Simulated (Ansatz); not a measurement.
**C₂H₅AlSi: a ladder of functionals and wavefunction methods**

An exercise on one series of results from a longer session: the logs are not shown, and one member is left open.

The runs use Ansatz 0.2.0, Gaussian basis; functionals in def2-TZVPP, the program's frozen cores in correlated methods.

The runs, in order: LDA (SPW92), PBE-D4, revPBE-D4, BLYP-D4, r2SCAN-D4, B97M-V, PBE0-D4, B3LYP-D4, r2SCANh-D4, r2SCAN0-D4, HSE06-D4, BHLYP-D4, CAM-B3LYP-D4, LC-ωPBE, ωB97X-V, ωB97M-V, B2PLYP, PBE-QIDH; CCSD(T)/def2-SVP; CCSD(T)/def2-TZVPP; MP2/def2-QZVPP; extrapolation to the limit; RPA on PBE.

### The geometry

An earlier PBE0-D4 in a triple-zeta def2 set relaxation fixed the geometry.

9 atoms, charge 0, spin multiplicity 1.

Atoms are counted from 1 here; the program's logs count them from 0.

Bond lengths: C1–C2 1.335 Å, C1–H5 1.091 Å, C1–H6 1.090 Å, C2–Al3 1.931 Å, C2–Si4 1.894 Å, Al3–Si4 2.353 Å, Al3–H7 1.584 Å, Si4–H8 1.492 Å, Si4–H9 1.493 Å. Angles: C2–C1–H5 122.8°, C2–C1–H6 122.2°, H5–C1–H6 115.0°, C1–C2–Al3 137.8°, C1–C2–Si4 134.3°, Al3–C2–Si4 75.9°, C2–Al3–Si4 51.3°, C2–Al3–H7 143.3°, Si4–Al3–H7 164.7°, C2–Si4–Al3 52.8°, C2–Si4–H8 110.3°, C2–Si4–H9 120.9°, Al3–Si4–H8 113.5°, Al3–Si4–H9 135.5°, H8–Si4–H9 109.3°.

Coordinates:

```csv
atom,x (Å),y (Å),z (Å)
C1,-0.7278,1.2067,-0.8475
C2,-0.1719,0.0650,-0.4340
Al3,1.5899,-0.7216,-0.3517
Si4,-0.1697,-0.8892,1.2015
H5,-1.5058,1.7237,-0.2832
H6,-0.4353,1.6902,-1.7794
H7,2.9979,-0.7622,-1.0755
H8,-0.9634,-2.1452,1.0682
H9,-0.5254,-0.2138,2.4845
```

The first run:

in.yaml reads:

```yaml
crystal:
  periodic: [false, false, false]
  atoms:
    - {symbol: C, position_ang: [-0.727774, 1.206697, -0.847547]}
    - {symbol: C, position_ang: [-0.171868, 0.065015, -0.434044]}
    - {symbol: Al, position_ang: [1.589869, -0.721560, -0.351680]}
    - {symbol: Si, position_ang: [-0.169658, -0.889203, 1.201451]}
    - {symbol: H, position_ang: [-1.505835, 1.723745, -0.283191]}
    - {symbol: H, position_ang: [-0.435272, 1.690225, -1.779357]}
    - {symbol: H, position_ang: [2.997864, -0.762182, -1.075527]}
    - {symbol: H, position_ang: [-0.963374, -2.145221, 1.068223]}
    - {symbol: H, position_ang: [-0.525353, -0.213815, 2.484473]}
basis:
  gaussian: {orbitals: def2-TZVPP}
hamiltonian: {xc: lda}
output: {orbitals: {seedname: orbitals}}
```

Run with:

```console
$ ansatz run in.yaml --threads 2 --pin off --events-out ev --progress --plain --max-ram 4352MiB
```

Steps of the session up to this table: LDA; PBE-D4 (GGA); revPBE-D4 (GGA); BLYP-D4 (GGA); r2SCAN-D4 (meta-GGA); B97M-V (meta-GGA); B3LYP-D4 (hybrid); r2SCANh-D4 (hybrid); r2SCAN0-D4 (hybrid); HSE06-D4 (hybrid); BHLYP-D4 (hybrid); CAM-B3LYP-D4 (range-separated); LC-ωPBE (range-separated); ωB97X-V (range-separated); ωB97M-V (range-separated); B2PLYP (double hybrid); PBE-QIDH (double hybrid).

One of the session's tables, all rows but one given; the rest of the session is left out.

| functional | HOMO (eV) | LUMO (eV) | gap (eV) |
| --- | --- | --- | --- |
| LDA (SPW92) | -5.46 | -3.15 | 2.31 |
| PBE-D4 | -5.36 | -2.94 | 2.42 |
| revPBE-D4 | -5.31 | -2.85 | 2.46 |
| BLYP-D4 | -5.21 | -2.76 | 2.45 |
| r2SCAN-D4 | -5.54 | -2.76 | 2.78 |
| B97M-V | -5.58 | -2.82 | 2.77 |
| PBE0-D4 | -6.31 | -2.14 | 4.16 |
| B3LYP-D4 | -6.13 | -2.29 | 3.84 |
| r2SCANh-D4 | ? | ? | ? |
| r2SCAN0-D4 | -6.42 | -2.05 | 4.38 |
| HSE06-D4 | -5.92 | -2.52 | 3.41 |
| BHLYP-D4 | -7.14 | -1.24 | 5.90 |
| CAM-B3LYP-D4 | -7.49 | -1.11 | 6.39 |
| LC-ωPBE | -8.72 | -0.10 | 8.62 |
| ωB97X-V | -8.43 | -0.17 | 8.26 |
| ωB97M-V | -8.23 | -0.38 | 7.85 |

**Question.** Estimate the row for r2SCANh-D4.

Worked estimate for «HOMO (eV)». Against the share of exact exchange, r2SCAN-D4 (0, -5.54), r2SCAN0-D4 (0.25, -6.42) give a slope of -3.52 per unit share; at 0.1 the line stands at -5.89.

**Answer.** HOMO (eV): -5.89; LUMO (eV): -2.47; gap (eV): 3.42. In «HOMO (eV)» the line misses by 0.00.
